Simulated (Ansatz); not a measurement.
# BClFH2N: the cost of one run

Method: RKS LDA/def2-SVP, in Ansatz 0.2.0.

## 1. The structure to begin with

Bond lengths: B1–F2 1.320 Å, B1–Cl3 1.860 Å, B1–N4 1.550 Å, N4–H5 1.060 Å, N4–H6 1.060 Å. Angles: F2–B1–Cl3 120.0°, F2–B1–N4 120.0°, Cl3–B1–N4 120.0°, B1–N4–H5 120.0°, B1–N4–H6 120.0°, H5–N4–H6 120.0°.

As a file:

```xyz
6

B     0.0000    0.0000    0.0000
F     0.0000    0.0000    1.3200
Cl    1.6108    0.0000   -0.9300
N    -1.3423    0.0000   -0.7750
H    -2.0112   -0.8164   -0.6764
H    -1.5914    0.8164   -1.4036
```

## 2. Relaxing the start

File input.yaml:

```yaml
crystal:
  periodic: [false, false, false]
  atoms:
    - { symbol: B, position_ang: [0.0, 0.0, 0.0] }
    - { symbol: F, position_ang: [0.0, 0.0, 1.32] }
    - { symbol: Cl, position_ang: [1.6108, 0.0, -0.93] }
    - { symbol: "N", position_ang: [-1.3423, 0.0, -0.775] }
    - { symbol: H, position_ang: [-2.0112, -0.8164, -0.6764] }
    - { symbol: H, position_ang: [-1.5914, 0.8164, -1.4036] }
basis:
  gaussian: { orbitals: def2-SVP }
hamiltonian:
  xc: lda
relax:
  f_tol: 0.02
  max_steps: 40
```

Run with:

```bash
$ ansatz run input.yaml --threads 1 --pin off --max-ram 2048MiB --backend cpu --events-out ev --progress --plain --runs-dir out
```

What time and memory should one allow on 1 thread of Arm Neoverse V2, shared host?

About 9.2 s, with a peak of 0.15 GiB.
